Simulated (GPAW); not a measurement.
Ta3W:

```
CELL_PARAMETERS angstrom
0.00000 3.26717 3.26717
3.26717 0.00000 3.26717
3.26717 3.26717 0.00000
ATOMIC_POSITIONS crystal
W 0.00000 0.00000 0.00000
Ta 0.50000 0.50000 0.50000
Ta 0.75000 0.75000 0.75000
Ta 0.25000 0.25000 0.25000
```

The cell comes from a database or a generator and needn't be the stable form of this composition.

| Property | Result |
| --- | --- |
| Program | GPAW 26.7.0 |
| Task | single point |
| Functional | PBEsol |
| Potentials or basis | PAW data sets generated in the run's folder for this functional |
| Cutoff | 600 eV |
| Basis | pw |
| k mesh | 7 × 7 × 7 |
| Occupations | fermi-dirac, width 0.05 eV |
| Spin | no spin polarisation |

On this cell: pressure -4.8 GPa; largest force zero by symmetry; band gap on the k mesh none (metal or under the smearing width).

The same run follows on a disturbed copy (atoms moved at random, drawn with an rms of 0.05 Å):

```
CELL_PARAMETERS angstrom
0.00000 3.26717 3.26717
3.26717 0.00000 3.26717
3.26717 3.26717 0.00000
ATOMIC_POSITIONS crystal
W 0.00412 0.00092 0.00202
Ta 0.51170 0.49402 0.49987
Ta 0.74942 0.73786 0.75565
Ta 0.25251 0.25217 0.24452
```

Q: What does the disturbed cell give?

A: The energy (extrapolated to zero smearing) moves by +9.1 meV/atom; pressure -4.6 GPa; largest force 0.755 eV/Å; band gap on the k mesh none (metal or under the smearing width).

Forces in eV/Å, atoms in the order of the input:
```
W   -0.304 -0.110 -0.281
Ta   0.092 -0.394 -0.343
Ta   0.187  0.049  0.730
Ta   0.025  0.454 -0.106
```

Stress tensor (GPa, compression positive):
```
-4.55  0.15 -0.09
 0.15 -4.59  0.05
-0.09  0.05 -4.58
```
